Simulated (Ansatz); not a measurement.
## C2H8AlN, SMILES C=[CH][AlH2-][NH3+]: a geometry optimisation, step by step

With the Ansatz DFT code, driven from Python.

Notebook, run cell by cell (the value of a cell's last expression is shown):

**Cell 1**
```python
import itertools

import ansatz as az
from ase.data import atomic_numbers, covalent_radii
import numpy as np
```

**Cell 2**
```python
GEOMETRY = """
C     2.30940    0.42110    0.36730
C     0.99290    0.50620    0.55610
Al   -0.27700   -0.48840   -0.58040
N    -2.06210   -0.11720   -0.01100
H     2.72250   -0.20070   -0.42100
H     2.98620    0.97860    1.00660
H     0.59840    1.13300    1.34930
H    -0.09760   -0.03410   -2.10040
H     0.00850   -2.05390   -0.45150
H    -2.18550   -0.41060    0.98370
H    -2.74120   -0.64000   -0.60780
H    -2.25460    0.90610   -0.09110
"""
```

**Cell 3**
```python
mol = az.Crystal.molecule()
for line in GEOMETRY.strip().splitlines():
    symbol, *xyz = line.split()
    mol = mol.atom(symbol, [float(v) for v in xyz])

model = mol.calculation()
model = model.basis(gaussian="cc-pVDZ").functional("pbe", dispersion="d4")
symbols = [site.symbol for site in mol.cartesian_sites]
start = np.array([site.position_ang for site in mol.cartesian_sites], dtype=float)
def progress(event):
    if event["event"] == "relax_step":
        row = event["data"]
        print(f"step {row['step']:3d}  E = {row['lagrangian_ev']:.6f} eV  largest force component {row['allowed_force_max_ev_ang']:.4f} eV/A")
```

**Cell 4**
```python
report = model.relax(force_tolerance=0.02, max_steps=100).session().plan().execute(on_event=progress).report
end = np.array(report["positions_ang"])
```
Output:
```text
step   1  E = -10281.920811 eV  largest force component 2.7303 eV/A
step   2  E = -10282.320125 eV  largest force component 1.0879 eV/A
step   3  E = -10282.412151 eV  largest force component 0.1911 eV/A
step   4  E = -10282.423103 eV  largest force component 0.1468 eV/A
step   5  E = -10282.381272 eV  largest force component 0.6164 eV/A
step   6  E = -10282.425786 eV  largest force component 0.0261 eV/A
step   7  E = -10282.426719 eV  largest force component 0.0197 eV/A
```

**Cell 5**
```python
print(f"E = {report['free_energy_ev']:.6f} eV = {report['free_energy_ev'] / 27.211386246:.7f} Ha")
print("converged:", report["converged"], " doubts:", report["published_state_doubts"] or "none")
```
Output:
```text
E = -10282.426763 eV = -377.8722139 Ha
converged: True  doubts: none
```

**Cell 6**
```python
radius = [covalent_radii[atomic_numbers[s]] for s in symbols]
span = lambda where, i, j: np.linalg.norm(where[i] - where[j])
bonded = [(i, j) for i, j in itertools.combinations(range(len(symbols)), 2) if min(span(start, i, j), span(end, i, j)) < 1.2 * (radius[i] + radius[j])]
print("pair        before    after (A)")
for i, j in bonded:
    print(f"{symbols[i]}{i}-{symbols[j]}{j}".ljust(10), f"{span(start, i, j):8.4f} {span(end, i, j):8.4f}")
with open("c2h8aln_opt.xyz", "w") as handle:
    handle.write(f"{len(symbols)}\nrelaxed C2H8AlN\n")
    handle.writelines(f"{s:2s} {x:11.6f} {y:11.6f} {z:11.6f}\n" for s, (x, y, z) in zip(symbols, end))
```
Output:
```text
pair        before    after (A)
C0-C1        1.3327   1.3521
C0-H4        1.0857   1.1057
C0-H5        1.0852   1.1064
C1-Al2       1.9732   1.9969
C1-H6        1.0852   1.1139
Al2-N3       1.9101   2.1122
Al2-H7       1.5966   1.6227
Al2-H8       1.5965   1.6227
N3-H9        1.0444   1.0311
N3-H10       1.0443   1.0309
N3-H11       1.0443   1.0311
```

File `c2h8aln_opt.xyz` afterwards:
```text
12
relaxed C2H8AlN
C     2.368131    0.487723    0.448026
C     1.017031    0.453291    0.488082
Al   -0.131920   -0.615648   -0.746808
N    -2.032879   -0.096355    0.013626
H     2.945500   -0.090341   -0.297029
H     2.981209    1.090247    1.144580
H     0.561428    1.083628    1.285564
H    -0.330226   -0.076617   -2.264485
H    -0.215989   -2.219667   -0.515916
H    -2.155109   -0.365995    1.001271
H    -2.784572   -0.565612   -0.513108
H    -2.222704    0.915446   -0.044004
```

Notes:
- Total energies depend on the basis set; only differences at equal settings carry meaning.
- The end point is the stationary point reached from this start; no frequency run checks that it is a minimum, and the basis set is modest.
- The whole script took 29 s on 1 thread of Arm Neoverse V1, with other jobs on the host, peak memory 0.21 GiB.

(Lines on the test bed's own set-up are left out of the output.)
